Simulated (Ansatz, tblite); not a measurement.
# GeHMe2Cl (C₂H₇ClGe): one state, many levels

One table from this session's results is given with a row withheld; the runs are named, their logs left out.

Method: as each input shows; program: Ansatz 0.2.0, Gaussian basis.

Plan: GFN1-xTB, GFN2-xTB, PBE-D4/def2-TZVP, r2SCAN-D4/def2-TZVP, BHLYP-D4/def2-TZVP, B97M-V/def2-TZVP, LDA/def2-TZVP, r2SCAN0-D4/def2-TZVP, BLYP-D4/def2-TZVP, LC-ωPBE/def2-TZVP, ωB97M-V/def2-TZVP, PBE-D4/def2-SVP, PBE0-D4/def2-SVP, HF/6-31G, B3LYP-D4/6-31G, PBE0-D4/def2-TZVPD, PBE-D4/def2-TZVPD, r2SCAN-D4/def2-TZVPD, CCSD(T)/def2-TZVP, RPA/def2-TZVP.

### The relaxed structure

The geometry is that of the singlet, from an earlier relaxation (PBE0-D4/def2-SVP).

11 atoms, charge 0, spin multiplicity 1.

Bond lengths: Ge1–H2 1.541 Å, Ge1–C3 1.942 Å, Ge1–C7 1.942 Å, Ge1–Cl11 2.181 Å, C3–H4 1.099 Å, C3–H5 1.099 Å, C3–H6 1.101 Å, C7–H8 1.099 Å, C7–H9 1.099 Å, C7–H10 1.101 Å. Angles: H2–Ge1–C3 111.9°, H2–Ge1–C7 111.9°, H2–Ge1–Cl11 105.8°, C3–Ge1–C7 112.8°, C3–Ge1–Cl11 106.9°, C7–Ge1–Cl11 106.9°, Ge1–C3–H4 109.9°, Ge1–C3–H5 110.3°, Ge1–C3–H6 110.0°, H4–C3–H5 108.8°, H4–C3–H6 108.9°, H5–C3–H6 108.9°, Ge1–C7–H8 110.4°, Ge1–C7–H9 109.9°, Ge1–C7–H10 110.0°, H8–C7–H9 108.8°, H8–C7–H10 108.9°, H9–C7–H10 108.9°.

PBE0-D4/def2-TZVP was run before; its log isn't repeated, and its numbers join the tables.

The first run:

Tight binding, by tblite at 300 K electronic temperature and without a spin-polarisation term:

```python
tblite.interface.Calculator('GFN1-xTB', numbers, positions, charge=0, uhf=0).singlepoint()
```

Tight binding, by tblite at 300 K electronic temperature and without a spin-polarisation term:

```python
tblite.interface.Calculator('GFN2-xTB', numbers, positions, charge=0, uhf=0).singlepoint()
```

start.molden holds the orbitals of an earlier run on this state, given as this run's starting guess.

in.yaml reads:

```yaml
crystal:
  periodic: [false, false, false]
  atoms:
    - {symbol: Ge, position_ang: [-0.257257, -0.435681, 0.484773]}
    - {symbol: H, position_ang: [-0.311993, -0.528012, 2.022155]}
    - {symbol: C, position_ang: [1.564028, -0.532034, -0.182578]}
    - {symbol: H, position_ang: [1.561773, -0.500424, -1.281493]}
    - {symbol: H, position_ang: [2.041118, -1.466899, 0.143156]}
    - {symbol: H, position_ang: [2.150607, 0.318205, 0.197832]}
    - {symbol: C, position_ang: [-1.222560, 1.111259, -0.183628]}
    - {symbol: H, position_ang: [-2.265596, 1.090191, 0.161747]}
    - {symbol: H, position_ang: [-1.213968, 1.110302, -1.282952]}
    - {symbol: H, position_ang: [-0.747130, 2.036565, 0.176208]}
    - {symbol: Cl, position_ang: [-1.299034, -2.203473, -0.255199]}
basis:
  gaussian: {orbitals: def2-TZVP, initial_orbitals: start.molden}
hamiltonian: {xc: pbe, dispersion: d4}
scf: {omitted_lower_state_checks: [starts]}
output: {orbitals: {seedname: orbitals}}
```

Command:

```
ansatz run in.yaml --threads 2 --pin off --events-out ev --progress --plain --max-ram 4352MiB
```

Among the steps run: PBE-D4/def2-TZVP; r2SCAN-D4/def2-TZVP; BHLYP-D4/def2-TZVP; B97M-V/def2-TZVP; LDA/def2-TZVP; r2SCAN0-D4/def2-TZVP; BLYP-D4/def2-TZVP; LC-ωPBE/def2-TZVP; ωB97M-V/def2-TZVP; PBE-D4/def2-SVP; PBE0-D4/def2-SVP; HF/6-31G; B3LYP-D4/6-31G; PBE0-D4/def2-TZVPD; PBE-D4/def2-TZVPD; r2SCAN-D4/def2-TZVPD; CCSD(T)/def2-TZVP; RPA/def2-TZVP.

One table of the session follows, with a row left open; its other results are not shown here.

| level | HOMO (eV) | LUMO (eV) | gap (eV) |
| --- | --- | --- | --- |
| HF/6-31G | -11.41 | 3.55 | 14.96 |
| LDA/def2-TZVP | -7.06 | -0.73 | 6.34 |
| PBE-D4/def2-SVP | -6.71 | -0.12 | 6.60 |
| PBE-D4/def2-TZVP | -6.94 | -0.44 | 6.50 |
| PBE-D4/def2-TZVPD | -6.99 | -0.67 | 6.32 |
| BLYP-D4/def2-TZVP | -6.79 | -0.36 | 6.43 |
| r2SCAN-D4/def2-TZVP | -7.27 | -0.12 | 7.15 |
| r2SCAN-D4/def2-TZVPD | -7.29 | -0.27 | 7.03 |
| B97M-V/def2-TZVP | -7.38 | -0.09 | 7.29 |
| B3LYP-D4/6-31G | -7.92 | 0.20 | 8.12 |
| PBE0-D4/def2-SVP | -8.12 | 0.81 | 8.93 |
| PBE0-D4/def2-TZVP | -8.28 | 0.52 | 8.80 |
| PBE0-D4/def2-TZVPD | ? | ? | ? |
| r2SCAN0-D4/def2-TZVP | -8.49 | 0.71 | 9.20 |
| BHLYP-D4/def2-TZVP | -9.48 | 1.47 | 10.95 |
| LC-ωPBE/def2-TZVP | -11.02 | 2.78 | 13.81 |
| ωB97M-V/def2-TZVP | -10.51 | 2.36 | 12.87 |

Estimate the missing values for PBE0-D4/def2-TZVPD.

**Answer.** HOMO (eV): -8.31; LUMO (eV): 0.16; gap (eV): 8.47. In the column «HOMO (eV)» it lies between r2SCAN0-D4/def2-TZVP (-8.49) and PBE0-D4/def2-TZVP (-8.28).
